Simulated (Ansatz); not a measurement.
# CH4Cl2SSn: basis-set convergence

Aim: see how fast density functionals converge with the basis set for CH4Cl2SSn.

Computed with Ansatz 0.2.0, Gaussian basis. Level: one geometry, several basis sets.

Levels to be run: PBE0-D4/def2-SVP; ωB97M-V/def2-SVP; PBE0-D4/def2-QZVPP; ωB97M-V/def2-QZVPP; the functionals' def2-TZVPP values are taken from earlier runs.

### Step 1. Structure used throughout

All runs share one geometry, relaxed beforehand with PBE0-D4 in a triple-zeta def2 set. Sn takes the def2 core potential; no spin-orbit term is included.

SMILES `C[S][SnH]([Cl])[Cl]`, 9 atoms, charge 0, spin multiplicity 1.

Atoms are counted from 1 here; the program's logs count them from 0.

Bond lengths: C1–S2 1.819 Å, C1–H6 1.089 Å, C1–H7 1.090 Å, C1–H8 1.089 Å, S2–Sn3 2.361 Å, Sn3–Cl4 2.322 Å, Sn3–Cl5 2.322 Å, Sn3–H9 1.695 Å. Angles: S2–C1–H6 111.1°, S2–C1–H7 105.8°, S2–C1–H8 111.1°, H6–C1–H7 109.2°, H6–C1–H8 110.5°, H7–C1–H8 109.2°, C1–S2–Sn3 98.9°, S2–Sn3–Cl4 108.6°, S2–Sn3–Cl5 108.6°, S2–Sn3–H9 115.4°, Cl4–Sn3–Cl5 103.8°, Cl4–Sn3–H9 109.9°, Cl5–Sn3–H9 109.9°.

### Step 2. PBE0-D4 in def2-SVP

Contents of in.yaml:

```yaml
crystal:
  periodic: [false, false, false]
  atoms:
    - {symbol: C, position_ang: [0.913347, -1.112771, -0.769320]}
    - {symbol: S, position_ang: [0.812149, -0.810680, 1.021538]}
    - {symbol: Sn, position_ang: [-0.747323, 0.962085, 1.005700]}
    - {symbol: Cl, position_ang: [-2.667236, 0.251040, -0.090211]}
    - {symbol: Cl, position_ang: [0.070939, 2.655432, -0.356556]}
    - {symbol: H, position_ang: [1.285437, -0.234005, -1.294015]}
    - {symbol: H, position_ang: [1.623702, -1.929981, -0.892108]}
    - {symbol: H, position_ang: [-0.052780, -1.415750, -1.170300]}
    - {symbol: H, position_ang: [-1.149834, 1.588430, 2.528173]}
basis:
  gaussian: {orbitals: def2-SVP}
hamiltonian: {xc: pbe0, dispersion: d4}
output: {orbitals: {seedname: orbitals}}
```

The runs that follow: ωB97M-V in def2-SVP; PBE0-D4 in def2-QZVPP; ωB97M-V in def2-QZVPP.

**Question.** What will the summary of the whole plan be? Wanted: PBE0-D4: double and triple zeta above quadruple; ωB97M-V: double and triple zeta above quadruple.

**Answer**, as computed:

| quantity | value |
| --- | --- |
| PBE0-D4: double and triple zeta above quadruple | 15.17, 1.19 eV |
| ωB97M-V: double and triple zeta above quadruple | 15.09, 1.14 eV |

In words: PBE0-D4 gains 13.98 eV from double to triple zeta, then 1.19 eV more. Total energies overstate the basis error of differences, where much of it tends to cancel.
